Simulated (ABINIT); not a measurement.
MoI, 2 atoms in the cell. Symmetry: P4/mmm, No. 123, tetragonal system. The conventional cell has a = 3.717 Å, b = 3.717 Å, c = 5.173 Å, α = 90.00°, β = 90.00°, γ = 90.00°. Mo (site symmetry 4/mmm) has 4 I at 2.63 Å as nearest neighbours. I (site symmetry 4/mmm) is surrounded by 4 Mo at 2.63 Å. The cell was built by a generator and needn't be a form met in nature. The cell isn't the ideal one: cell stretched.

```yaml
Program: ABINIT 10.8.3 (patched build)
Task: single point
Functional: PBE
Dispersion: D2
Potentials_or_basis: PseudoDojo NC SR PBE v0.4.1 standard
Cutoff: 952 eV
k_mesh: 5 × 5 × 4
Occupations: fermi-dirac, width 0.05 eV
Spin: no spin polarisation
```

Potentials or basis: PseudoDojo NC SR PBE v0.4.1 standard.

Launch:

```bash
$ abinit run.abi > log 2>&1
```

Hardware: 1 thread of Intel(R) Xeon(R) Platinum 8259CL CPU @ 2.50GHz (Skylake/Cascade Lake) (shared host).

Task: How long does it take, and how much memory?

Result: Wall time 65 s on 1 thread of Intel(R) Xeon(R) Platinum 8259CL CPU @ 2.50GHz (Skylake/Cascade Lake) (shared host), peak memory 0.1 GiB. Counts: scf iterations 13, mpi ranks 1, k points 18, bands 15, plane waves 4792.
